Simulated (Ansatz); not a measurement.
# GeHF3 + HF: a complex and its separated parts

Aim: how far the complex at one end of a reaction step lies below its separated, relaxed parts, level by level.

Computed with Ansatz 0.2.0, Gaussian basis. Level: PBE0-D4/def2-TZVP structures, single points in def2-TZVPP, no counterpoise correction.

Levels: SPW92, PBE-D4, BLYP-D4, r2SCAN-D4, B97M-V, PBE0-D4, B3LYP-D4, r2SCAN0-D4, BHLYP-D4, CAM-B3LYP-D4, wB97X-V, wB97M-V, B2PLYP, PBE-QIDH, RPA on PBE, Hartree-Fock, MP2, CCSD, CCSD(T).

Cores are frozen in the correlated methods. Filled d shells of the heavier atoms are correlated. B3LYP uses VWN-RPA correlation. B2PLYP carries no dispersion term here.

94 further runs of the same task are left out: 94 set aside as unsound or not needed. Runs told in other sessions of the task aren't counted.

## 1. The starting structure

The complex: 7 atoms, charge 0, spin multiplicity 1.

Atoms are counted from 1 here; the program's logs count them from 0.

Bond lengths: Ge1–H2 1.512 Å, Ge1–F3 1.727 Å, Ge1–F4 1.703 Å, Ge1–F5 1.707 Å, H6–F7 0.927 Å. Angles: H2–Ge1–F3 113.0°, H2–Ge1–F4 114.5°, H2–Ge1–F5 112.6°, F3–Ge1–F4 105.3°, F3–Ge1–F5 104.4°, F4–Ge1–F5 106.2°.

Coordinates:

```
Ge   -0.6883    0.1983    0.4021
H     0.2876    0.3919    1.5409
F    -0.2648   -1.1189   -0.6310
F    -0.8479    1.5453   -0.6282
F    -2.2626   -0.1779    0.9434
H     1.6025   -0.7354   -0.9970
F     2.1735   -0.1032   -0.6302
```

Its parts: GeHF3 holds atoms 1, 2, 3, 4, 5; HF holds atoms 6, 7. Each part counts its atoms afresh in its own runs.

## 2. Relaxing GeHF3 alone

Contents of relax-a/in.yaml:

```yaml
crystal:
  periodic: [false, false, false]
  atoms:
    - {symbol: Ge, position_ang: [-0.688314, 0.198298, 0.402119]}
    - {symbol: H, position_ang: [0.287553, 0.391893, 1.540863]}
    - {symbol: F, position_ang: [-0.264759, -1.118924, -0.631030]}
    - {symbol: F, position_ang: [-0.847879, 1.545259, -0.628158]}
    - {symbol: F, position_ang: [-2.262563, -0.177856, 0.943355]}
basis:
  gaussian: {orbitals: def2-TZVP}
hamiltonian: {xc: pbe0, dispersion: d4}
relax: {f_tol: 0.005, max_steps: 200}
```

Launch:

```sh
> ansatz run in.yaml --threads 4 --pin off --events-out ev --progress --plain --max-ram 9574MiB
```

Log, shortened:

```text
Functional definition: PBE0
  name "PBE0"
  cite "Adamo & Barone, J. Chem. Phys. 110, 6158 (1999) doi:10.1063/1.478522"
  cite "Perdew, Burke & Ernzerhof, Phys. Rev. Lett. 77, 3865 (1996) doi:10.1103/PhysRevLett.77.3865"
  parent pbe
[...]
913 factors; their error is unknown
[...]
mean field -64677.05590428 eV, -2376.8379647991 hartree, gradient 4.3e-5 eV, S^2 0.000000; 0 other end points of the search recorded, 0 dependent functions left out
[...]
reference -64677.05592219 eV, -2376.8379654574 hartree; 30, 30 occupied and 117, 117 virtual orbitals, 913 factors
[...]
reference -64677.06814957 eV, -2376.8384148054 hartree; 30, 30 occupied and 117, 117 virtual orbitals, 913 factors
Total energy: -64677.12797861 eV, -2376.8406134818 hartree
Atom 0 at    -0.698674     0.180035     0.390507 Å, force    -0.001243     0.000779    -0.000835 eV/Å
Atom 1 at     0.285462     0.394844     1.523808 Å, force     0.000631     0.000511     0.001103 eV/Å
Atom 2 at    -0.249026    -1.117480    -0.623813 Å, force    -0.000786     0.000057    -0.000194 eV/Å
Atom 3 at    -0.841579     1.551533    -0.616052 Å, force     0.000860    -0.000352    -0.000115 eV/Å
Atom 4 at    -2.272146    -0.170262     0.952699 Å, force     0.000539    -0.000996     0.000041 eV/Å
Dipole moment:     0.330506     0.072038     0.380564 e Å
```

It took 7 s on 4 threads of Arm Neoverse V2, shared host.

The steps of the relaxation:

```tsv
step	energy from step 1 (eV)	largest force component (eV/Å)
1	0.0000	0.6831
2	-0.0103	0.3269
3	-0.0122	0.0106
4	-0.0122	0.0012
```

Close pairs (by a distance rule), those that changed most:

```tsv
bond	before (Å)	after (Å)	change (Å)
Ge1–F3	1.727	1.707	-0.020
Ge1–H2	1.512	1.516	+0.004
Ge1–F4	1.703	1.707	+0.004
Ge1–F5	1.707	1.707	+0.001
```

## 3. Relaxing HF alone

Contents of relax-b/in.yaml:

```yaml
crystal:
  periodic: [false, false, false]
  atoms:
    - {symbol: H, position_ang: [1.602537, -0.735388, -0.996999]}
    - {symbol: F, position_ang: [2.173526, -0.103181, -0.630250]}
basis:
  gaussian: {orbitals: def2-TZVP}
hamiltonian: {xc: pbe0, dispersion: d4}
relax: {f_tol: 0.005, max_steps: 200}
```

Launch:

```sh
> ansatz run in.yaml --threads 4 --pin off --events-out ev --progress --plain --max-ram 9574MiB
```

Log, shortened:

```text
[... 5 set-up lines as earlier in the session ...]
[...]
200 factors; their error is unknown
[...]
mean field -2731.80005311 eV, -100.3918002714 hartree, gradient 6.9e-6 eV, S^2 0.000000; 0 other end points of the search recorded, 0 dependent functions left out
[...]
reference -2731.80170839 eV, -100.3918611016 hartree; 5, 5 occupied and 32, 32 virtual orbitals, 200 factors
Total energy: -2731.80322167 eV, -100.3919167137 hartree
Atom 0 at     1.604832    -0.732847    -0.995525 Å, force    -0.001091    -0.001208    -0.000701 eV/Å
Atom 1 at     2.171231    -0.105722    -0.631724 Å, force     0.001091     0.001208     0.000701 eV/Å
Dipole moment:    -0.246756    -0.273211    -0.158492 e Å
```

It took 0.4 s on 4 threads of Arm Neoverse V2, shared host.

Relaxation path:

```tsv
step	energy from step 1 (eV)	largest force component (eV/Å)
1	0.0000	0.2992
2	-0.0016	0.0623
3	-0.0016	0.0012
```

The bond:

```tsv
bond	before (Å)	after (Å)	change (Å)
H1–F2	0.927	0.920	-0.007
```

## 4. SPW92/def2-TZVPP

Contents of parta/in.yaml:

```yaml
crystal:
  periodic: [false, false, false]
  atoms:
    - {symbol: Ge, position_ang: [-0.698674, 0.180035, 0.390507]}
    - {symbol: H, position_ang: [0.285462, 0.394844, 1.523808]}
    - {symbol: F, position_ang: [-0.249026, -1.117480, -0.623813]}
    - {symbol: F, position_ang: [-0.841579, 1.551533, -0.616052]}
    - {symbol: F, position_ang: [-2.272146, -0.170262, 0.952699]}
basis:
  gaussian: {orbitals: def2-TZVPP}
hamiltonian: {xc: lda}
```

Contents of partb/in.yaml:

```yaml
crystal:
  periodic: [false, false, false]
  atoms:
    - {symbol: H, position_ang: [1.604832, -0.732847, -0.995525]}
    - {symbol: F, position_ang: [2.171231, -0.105722, -0.631724]}
basis:
  gaussian: {orbitals: def2-TZVPP}
hamiltonian: {xc: lda}
```

Each run has its own folder and the same command.

Launch:

```sh
> ansatz run in.yaml --threads 4 --pin off --events-out ev --progress --plain --max-ram 9574MiB
```

parta printed, shortened:

```text
Functional definition: SPW92
  name "SPW92"
  cite "Dirac, Proc. Camb. Phil. Soc. 26, 376 (1930) doi:10.1017/S0305004100016108"
  cite "Slater, Phys. Rev. 81, 385 (1951) doi:10.1103/PhysRev.81.385"
  cite "Perdew & Wang, Phys. Rev. B 45, 13244 (1992) doi:10.1103/PhysRevB.45.13244"
[...]
885 factors; their error is unknown
[...]
mean field -64554.24313654 eV, -2372.3246788303 hartree, gradient 2.9e-5 eV, S^2 0.000000; 0 other end points of the search recorded, 0 dependent functions left out
reference -64554.24315952 eV, -2372.3246796748 hartree; 30, 30 occupied and 125, 125 virtual orbitals, 885 factors
Total energy: -64554.24315952 eV, -2372.3246796748 hartree
```

partb printed, shortened:

```text
[... 5 set-up lines as earlier in the session ...]
[...]
215 factors; their error is unknown
[...]
mean field -2716.76649787 eV, -99.8393273064 hartree, gradient 3.5e-5 eV, S^2 0.000000; 0 other end points of the search recorded, 0 dependent functions left out
reference -2716.76650896 eV, -99.8393277137 hartree; 5, 5 occupied and 40, 40 virtual orbitals, 215 factors
Total energy: -2716.76650896 eV, -99.8393277137 hartree
```

They took 0.55 s (parta), 0.1 s (partb) on 4 threads of Arm Neoverse V2, shared host.

## 5. PBE-D4/def2-TZVPP

The same edit goes into each in.yaml of step 4 (parta, partb):

```diff
-hamiltonian: {xc: lda}
+hamiltonian: {xc: pbe, dispersion: d4}
```

The same command starts each run, in its folder.

Launch:

```sh
> ansatz run in.yaml --threads 4 --pin off --events-out ev --progress --plain --max-ram 9574MiB
```

parta printed, shortened:

```text
Functional definition: PBE
  name "PBE"
[... 2 set-up lines as earlier in the session ...]
[...]
885 factors; their error is unknown
[...]
mean field -64675.69437001 eV, -2376.7879293377 hartree, gradient 3.0e-5 eV, S^2 0.000000; 0 other end points of the search recorded, 0 dependent functions left out
reference -64675.69439474 eV, -2376.7879302464 hartree; 30, 30 occupied and 125, 125 virtual orbitals, 885 factors
Total energy: -64675.76661840 eV, -2376.7905844172 hartree
```

Log of partb, shortened:

```text
[... 4 set-up lines as earlier in the session ...]
[...]
215 factors; their error is unknown
[...]
mean field -2731.84357539 eV, -100.3933996855 hartree, gradient 4.7e-5 eV, S^2 0.000000; 0 other end points of the search recorded, 0 dependent functions left out
reference -2731.84358750 eV, -100.3934001304 hartree; 5, 5 occupied and 40, 40 virtual orbitals, 215 factors
Total energy: -2731.84548137 eV, -100.3934697291 hartree
```

Times: 0.85 s (parta), 0.1 s (partb) on 4 threads of Arm Neoverse V2, shared host.

## 6. BLYP-D4/def2-TZVPP

Each input of step 5 (parta, partb) changes in the same lines:

```diff
-hamiltonian: {xc: pbe, dispersion: d4}
+hamiltonian: {xc: {name: BLYP}, dispersion: d4}
```

Each run has its own folder and the same command.

Launch:

```sh
> ansatz run in.yaml --threads 4 --pin off --events-out ev --progress --plain --max-ram 9574MiB
```

parta printed, shortened:

```text
Functional definition: BLYP
  name "BLYP"
  cite "Becke, Phys. Rev. A 38, 3098 (1988) doi:10.1103/PhysRevA.38.3098"
  cite "Lee, Yang & Parr, Phys. Rev. B 37, 785 (1988) doi:10.1103/PhysRevB.37.785"
[...]
885 factors; their error is unknown
[...]
mean field -64692.99229831 eV, -2377.4236164776 hartree, gradient 3.9e-5 eV, S^2 0.000000; 0 other end points of the search recorded, 0 dependent functions left out
reference -64692.99254007 eV, -2377.4236253622 hartree; 30, 30 occupied and 125, 125 virtual orbitals, 885 factors
Total energy: -64693.15545529 eV, -2377.4296123861 hartree
```

Log of partb, shortened:

```text
[... 4 set-up lines as earlier in the session ...]
[...]
215 factors; their error is unknown
[...]
mean field -2734.23792001 eV, -100.4813902275 hartree, gradient 3.9e-5 eV, S^2 0.000000; 0 other end points of the search recorded, 0 dependent functions left out
reference -2734.23804362 eV, -100.4813947699 hartree; 5, 5 occupied and 40, 40 virtual orbitals, 215 factors
Total energy: -2734.24262559 eV, -100.4815631543 hartree
```

Wall times: 0.85 s (parta), 0.15 s (partb) on 4 threads of Arm Neoverse V2, shared host.

## 7. r2SCAN-D4/def2-TZVPP

The same edit goes into each in.yaml of step 6 (parta, partb):

```diff
-hamiltonian: {xc: {name: BLYP}, dispersion: d4}
+hamiltonian: {xc: r2scan, dispersion: d4}
```

One command serves all of them, each in its own folder.

Launch:

```sh
> ansatz run in.yaml --threads 4 --pin off --events-out ev --progress --plain --max-ram 9574MiB
```

parta printed, shortened:

```text
Functional definition: r2SCAN
  name "r2SCAN"
  cite "Furness, Kaplan, Ning, Perdew & Sun, J. Phys. Chem. Lett. 11, 8208 (2020) doi:10.1021/acs.jpclett.0c02405"
  cite "Furness, Kaplan, Ning, Perdew & Sun, J. Phys. Chem. Lett. 11, 9248 (2020) doi:10.1021/acs.jpclett.0c03077"
  parent r2scan
[...]
885 factors; their error is unknown
[...]
mean field -64688.52198066 eV, -2377.2593353341 hartree, gradient 3.6e-6 eV, S^2 0.000000; 0 other end points of the search recorded, 0 dependent functions left out
reference -64688.52198735 eV, -2377.2593355800 hartree; 30, 30 occupied and 125, 125 virtual orbitals, 885 factors
Total energy: -64688.53813995 eV, -2377.2599291772 hartree
```

Output in partb, shortened:

```text
[... 5 set-up lines as earlier in the session ...]
[...]
215 factors; their error is unknown
[...]
mean field -2733.29261747 eV, -100.4466509999 hartree, gradient 6.5e-6 eV, S^2 0.000000; 0 other end points of the search recorded, 0 dependent functions left out
reference -2733.29262065 eV, -100.4466511168 hartree; 5, 5 occupied and 40, 40 virtual orbitals, 215 factors
Total energy: -2733.29307819 eV, -100.4466679308 hartree
```

They took 1.9 s (parta), 0.35 s (partb) on 4 threads of Arm Neoverse V2, shared host.

## 8. B97M-V/def2-TZVPP

Each input of step 7 (parta, partb) changes in the same lines:

```diff
-hamiltonian: {xc: r2scan, dispersion: d4}
+hamiltonian: {xc: {name: B97M-V}}
```

One command serves all of them, each in its own folder.

Launch:

```sh
> ansatz run in.yaml --threads 4 --pin off --events-out ev --progress --plain --max-ram 9574MiB
```

Output in parta, shortened:

```text
Functional definition: B97M-V
  name "B97M-V"
  cite "Mardirossian & Head-Gordon, J. Chem. Phys. 142, 074111 (2015) doi:10.1063/1.4907719"
  cite "Becke, J. Chem. Phys. 107, 8554 (1997) doi:10.1063/1.475007"
  cite "Vydrov & Van Voorhis, J. Chem. Phys. 133, 244103 (2010) doi:10.1063/1.3521275"
  # Of w^i u^j: cxij and so on, Table III.
[...]
  gx(w, u) = cx00 + cx01*u + cx02*u^2 + (cx10 + cx11*u)*w
[...]
  gos(w, u) = cos00 + cos01*u + cos03*u^3 + cos10*w + cos32*w^3*u^2
[...]
      + integral(e_c_pw_mod_opposite_spin*gos(b97_w_opposite, b97_u_opposite)) + vv10(b, c)
885 factors; their error is unknown
[...]
mean field -64678.52905303 eV, -2376.8921020171 hartree, gradient 3.4e-5 eV, S^2 0.000000; 0 other end points of the search recorded, 0 dependent functions left out
reference -64678.52908923 eV, -2376.8921033476 hartree; 30, 30 occupied and 125, 125 virtual orbitals, 885 factors
Total energy: -64678.52908923 eV, -2376.8921033476 hartree
```

Output in partb, shortened:

```text
[... 5 set-up lines as earlier in the session ...]
  # Of w^i u^j: cxij and so on, Table III.
[...]
  gx(w, u) = cx00 + cx01*u + cx02*u^2 + (cx10 + cx11*u)*w
[...]
  gos(w, u) = cos00 + cos01*u + cos03*u^3 + cos10*w + cos32*w^3*u^2
[...]
      + integral(e_c_pw_mod_opposite_spin*gos(b97_w_opposite, b97_u_opposite)) + vv10(b, c)
215 factors; their error is unknown
[...]
mean field -2733.38837963 eV, -100.4501701941 hartree, gradient 2.3e-5 eV, S^2 0.000000; 0 other end points of the search recorded, 0 dependent functions left out
reference -2733.38839734 eV, -100.4501708451 hartree; 5, 5 occupied and 40, 40 virtual orbitals, 215 factors
Total energy: -2733.38839734 eV, -100.4501708451 hartree
```

Wall times: 3.4 s (parta), 0.25 s (partb) on 4 threads of Arm Neoverse V2, shared host.

## 9. PBE0-D4/def2-TZVPP

The same edit goes into each in.yaml of step 8 (parta, partb):

```diff
-hamiltonian: {xc: {name: B97M-V}}
+hamiltonian: {xc: pbe0, dispersion: d4}
+output: {orbitals: {seedname: orbitals}}
```

One command serves all of them, each in its own folder.

Launch:

```sh
> ansatz run in.yaml --threads 4 --pin off --events-out ev --progress --plain --max-ram 9574MiB
```

Output in parta, shortened:

```text
[... 5 set-up lines as earlier in the session ...]
[...]
928 factors; their error is unknown
[...]
mean field -64677.07493972 eV, -2376.8386643387 hartree, gradient 8.7e-5 eV, S^2 0.000000; 0 other end points of the search recorded, 0 dependent functions left out
reference -64677.07495769 eV, -2376.8386649991 hartree; 30, 30 occupied and 125, 125 virtual orbitals, 928 factors
Total energy: -64677.13478672 eV, -2376.8408636754 hartree
```

Log of partb, shortened:

```text
[... 5 set-up lines as earlier in the session ...]
[...]
215 factors; their error is unknown
[...]
mean field -2731.86112171 eV, -100.3940445010 hartree, gradient 4.0e-5 eV, S^2 0.000000; 0 other end points of the search recorded, 0 dependent functions left out
reference -2731.86113043 eV, -100.3940448212 hartree; 5, 5 occupied and 40, 40 virtual orbitals, 215 factors
Total energy: -2731.86264371 eV, -100.3941004334 hartree
```

Times: 1.1 s (parta), 0.1 s (partb) on 4 threads of Arm Neoverse V2, shared host.

## 10. B3LYP-D4/def2-TZVPP

The same edit goes into each in.yaml of step 9 (parta, partb):

```diff
-hamiltonian: {xc: pbe0, dispersion: d4}
-output: {orbitals: {seedname: orbitals}}
+hamiltonian: {xc: {name: B3LYP}, dispersion: d4}
```

Each run has its own folder and the same command.

Launch:

```sh
> ansatz run in.yaml --threads 4 --pin off --events-out ev --progress --plain --max-ram 9574MiB
```

Output in parta, shortened:

```text
Functional definition: B3LYP
  name "B3LYP"
  cite "Stephens, Devlin, Chabalowski & Frisch, J. Phys. Chem. 98, 11623 (1994) doi:10.1021/j100096a001"
[... 2 set-up lines as earlier in the session ...]
  cite "Vosko, Wilk & Nusair, Can. J. Phys. 58, 1200 (1980) doi:10.1139/p80-159"
[...]
916 factors; their error is unknown
[...]
mean field -64693.23102760 eV, -2377.4323896175 hartree, gradient 3.0e-5 eV, S^2 0.000000; 0 other end points of the search recorded, 0 dependent functions left out
reference -64693.23120440 eV, -2377.4323961146 hartree; 30, 30 occupied and 125, 125 virtual orbitals, 916 factors
Total energy: -64693.34903158 eV, -2377.4367261836 hartree
```

Output in partb, shortened:

```text
[... 6 set-up lines as earlier in the session ...]
[...]
215 factors; their error is unknown
[...]
mean field -2734.54625670 eV, -100.4927213917 hartree, gradient 1.9e-5 eV, S^2 0.000000; 0 other end points of the search recorded, 0 dependent functions left out
reference -2734.54634754 eV, -100.4927247299 hartree; 5, 5 occupied and 40, 40 virtual orbitals, 215 factors
Total energy: -2734.54933723 eV, -100.4928345993 hartree
```

They took 1.1 s (parta), 0.15 s (partb) on 4 threads of Arm Neoverse V2, shared host.

## 11. r2SCAN0-D4/def2-TZVPP

Each input of step 10 (parta, partb) changes in the same lines:

```diff
-hamiltonian: {xc: {name: B3LYP}, dispersion: d4}
+hamiltonian: {xc: {name: r2SCAN0}, dispersion: d4}
```

The same command starts each run, in its folder.

Launch:

```sh
> ansatz run in.yaml --threads 4 --pin off --events-out ev --progress --plain --max-ram 9574MiB
```

Output in parta, shortened:

```text
Functional definition: r2SCAN0
  name "r2SCAN0"
  cite "Bursch, Neugebauer, Ehlert & Grimme, J. Chem. Phys. 156, 134105 (2022) doi:10.1063/5.0086040"
[... 3 set-up lines as earlier in the session ...]
[...]
928 factors; their error is unknown
[...]
mean field -64686.84630306 eV, -2377.1977553181 hartree, gradient 4.0e-5 eV, S^2 0.000000; 0 other end points of the search recorded, 0 dependent functions left out
reference -64686.84630830 eV, -2377.1977555107 hartree; 30, 30 occupied and 125, 125 virtual orbitals, 928 factors
Total energy: -64686.86539403 eV, -2377.1984568983 hartree
```

Log of partb, shortened:

```text
[... 6 set-up lines as earlier in the session ...]
[...]
215 factors; their error is unknown
[...]
mean field -2732.94547203 eV, -100.4338936400 hartree, gradient 6.6e-5 eV, S^2 0.000000; 0 other end points of the search recorded, 0 dependent functions left out
reference -2732.94547449 eV, -100.4338937304 hartree; 5, 5 occupied and 40, 40 virtual orbitals, 215 factors
Total energy: -2732.94597646 eV, -100.4339121775 hartree
```

Wall times: 2.5 s (parta), 0.35 s (partb) on 4 threads of Arm Neoverse V2, shared host.

## 12. BHLYP-D4/def2-TZVPP

Each input of step 11 (parta, partb) changes in the same lines:

```diff
-hamiltonian: {xc: {name: r2SCAN0}, dispersion: d4}
+hamiltonian: {xc: {name: BHLYP}, dispersion: d4}
```

One command serves all of them, each in its own folder.

Launch:

```sh
> ansatz run in.yaml --threads 4 --pin off --events-out ev --progress --plain --max-ram 9574MiB
```

Output in parta, shortened:

```text
Functional definition: BHLYP
  name "BHLYP"
  cite "Becke, J. Chem. Phys. 98, 1372 (1993) doi:10.1063/1.464304"
[... 2 set-up lines as earlier in the session ...]
[...]
1044 factors; their error is unknown
[...]
mean field -64688.56277178 eV, -2377.2608343802 hartree, gradient 6.0e-5 eV, S^2 0.000000; 0 other end points of the search recorded, 0 dependent functions left out
reference -64688.56289031 eV, -2377.2608387360 hartree; 30, 30 occupied and 125, 125 virtual orbitals, 1044 factors
Total energy: -64688.65196659 eV, -2377.2641122291 hartree
```

Output in partb, shortened:

```text
[... 5 set-up lines as earlier in the session ...]
[...]
234 factors; their error is unknown
[...]
mean field -2733.43315076 eV, -100.4518155028 hartree, gradient 1.2e-5 eV, S^2 0.000000; 0 other end points of the search recorded, 0 dependent functions left out
reference -2733.43321129 eV, -100.4518177275 hartree; 5, 5 occupied and 40, 40 virtual orbitals, 234 factors
Total energy: -2733.43493925 eV, -100.4518812288 hartree
```

Wall times: 1.2 s (parta), 0.15 s (partb) on 4 threads of Arm Neoverse V2, shared host.

## 13. CAM-B3LYP-D4/def2-TZVPP

The same edit goes into each in.yaml of step 12 (parta, partb):

```diff
-hamiltonian: {xc: {name: BHLYP}, dispersion: d4}
+hamiltonian: {xc: {name: CAM-B3LYP}, dispersion: d4}
```

The same command starts each run, in its folder.

Launch:

```sh
> ansatz run in.yaml --threads 4 --pin off --events-out ev --progress --plain --max-ram 9574MiB
```

Log of parta, shortened:

```text
Functional definition: CAM-B3LYP
  name "CAM-B3LYP"
  cite "Yanai, Tew & Handy, Chem. Phys. Lett. 393, 51 (2004) doi:10.1016/j.cplett.2004.06.011"
  cite "Iikura, Tsuneda, Yanai & Hirao, J. Chem. Phys. 115, 3540 (2001) doi:10.1063/1.1383587"
[... 2 set-up lines as earlier in the session ...]
[...]
916 factors; their error is unknown
183 factors; integrals over basis functions are off by at most 8.5e-6 eV
[...]
mean field -64693.63250969 eV, -2377.4471438121 hartree, gradient 3.1e-5 eV, S^2 0.000000; 0 other end points of the search recorded, 0 dependent functions left out
reference -64693.63259560 eV, -2377.4471469690 hartree; 30, 30 occupied and 125, 125 virtual orbitals, 916 factors
Total energy: -64693.69275685 eV, -2377.4493578543 hartree
```

partb printed, shortened:

```text
[... 6 set-up lines as earlier in the session ...]
[...]
  # Exact exchange under (alpha + beta erf(omega r))/r, Becke's under what is left of 1/r.
[...]
215 factors; their error is unknown
48 factors; integrals over basis functions are off by at most 4.9e-5 eV
[...]
mean field -2733.85902619 eV, -100.4674661363 hartree, gradient 6.2e-5 eV, S^2 0.000000; 0 other end points of the search recorded, 0 dependent functions left out
reference -2733.85907032 eV, -100.4674677581 hartree; 5, 5 occupied and 40, 40 virtual orbitals, 215 factors
Total energy: -2733.86051064 eV, -100.4675206888 hartree
```

Wall times: 1.4 s (parta), 0.15 s (partb) on 4 threads of Arm Neoverse V2, shared host.

[end of part 1 of 2]
